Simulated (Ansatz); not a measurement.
**PO4: from a guess to a relaxed structure**

Aim: relax a trial structure of PO4 and see where it ends.

Computed with Ansatz 0.2.0 (DFT PBE, scalar-relativistic, plane waves, PAW, unless a step's input says otherwise).

2 further runs of the same task are left out: 1 that didn't finish, 1 set aside as unsound or not needed.

### 1 Starting point

It takes space group Pm-3m (No. 221, cubic). Conventional cell: a = 3.689 Å, b = 3.689 Å, c = 3.689 Å, α = 90.00°, β = 90.00°, γ = 90.00°. P (site symmetry m-3m) has 6 O at 1.84 Å as nearest neighbours. O (site symmetry 4/mmm) is surrounded by 2 P at 1.84 Å. O (site symmetry m-3m) is surrounded by 12 O at 2.61 Å.

Structure file:

```cif
data_structure
_symmetry_space_group_name_H-M 'P 1'
_symmetry_Int_Tables_number 1
_cell_length_a 3.6886
_cell_length_b 3.6886
_cell_length_c 3.6886
_cell_angle_alpha 90.000
_cell_angle_beta 90.000
_cell_angle_gamma 90.000
_cell_volume 50.19
loop_
_atom_site_label
_atom_site_type_symbol
_atom_site_fract_x
_atom_site_fract_y
_atom_site_fract_z
_atom_site_occupancy
P1 P 0.50000 0.50000 0.50000 1
O1 O 0.00000 0.50000 0.50000 1
O2 O 0.50000 0.50000 0.00000 1
O3 O 0.50000 0.00000 0.50000 1
O4 O 0.00000 0.00000 0.00000 1
```

Recipe of the guess: species swapped into a database cell of Fe4N (Pm-3m, No. 221), with O on the Fe sites and P on the N sites. Lengths come from tabulated atomic sizes and are only a guess.

### 2 Probe: one point on a coarse mesh

input.yaml

```yaml
crystal:
  lattice:
    - [3.68857593, 0.0, 0.0]
    - [0.0, 3.68857593, 0.0]
    - [0.0, 0.0, 3.68857593]
  atoms:
    - { symbol: P, position: [0.5, 0.5, 0.5] }
    - { symbol: O, position: [0.0, 0.5, 0.5] }
    - { symbol: O, position: [0.5, 0.5, 0.0] }
    - { symbol: O, position: [0.5, 0.0, 0.5] }
    - { symbol: O, position: [0.0, 0.0, 0.0] }
basis:
  ecutwfc: 420
kpoints:
  mp_grid: { grid: [6, 6, 6] }
hamiltonian:
  xc: pbe
scf:
  occupations: { method: gaussian, width: 0.1 }
  lower_state_search: "off"
output:
  forces: true
  stress: true
  eigenvalues: true
```

Started as:

```bash
ansatz run input.yaml --threads 1 --pin off --max-ram 2048MiB --backend cpu --events-out ev --progress --plain --runs-dir out
```

Further runs follow: spin check on a coarse mesh; rough relaxation on the coarse mesh; relaxation on the finer mesh.

Before running it: what results should come out? Wanted: conventional cell; volume; energy over the elements; gap on the mesh; total moment.

As calculated:

| quantity | value |
| --- | --- |
| symmetry at the end (tolerance 0.05 Å) | space group Pm-3m (No. 221) |
| conventional cell | a = 3.415 Å, b = 3.415 Å, c = 3.415 Å, α = 90.00°, β = 90.00°, γ = 90.00° |
| volume | 7.96 Å³/atom |
| energy over the elements (uncorrected; H, N, O, F and Cl as molecules), black P | -0.12 eV/atom |
| gap on the mesh | none (metal) |
| total moment | 3.00 μB/cell |

In words: The space group Pm-3m (No. 221) is kept, and the volume per atom shrinks by 20.7 % from the first guess. A negative formation energy is needed for stability but isn't enough; other structures and compounds were not set against it here. No finished test with a distortion of lower symmetry is shown, so the end may be a saddle point. An odd count of electrons in a cell without spin polarisation forces a partly filled band, so those cells are metals by count; spin or a larger cell could change that. Other magnetic orders were not searched.
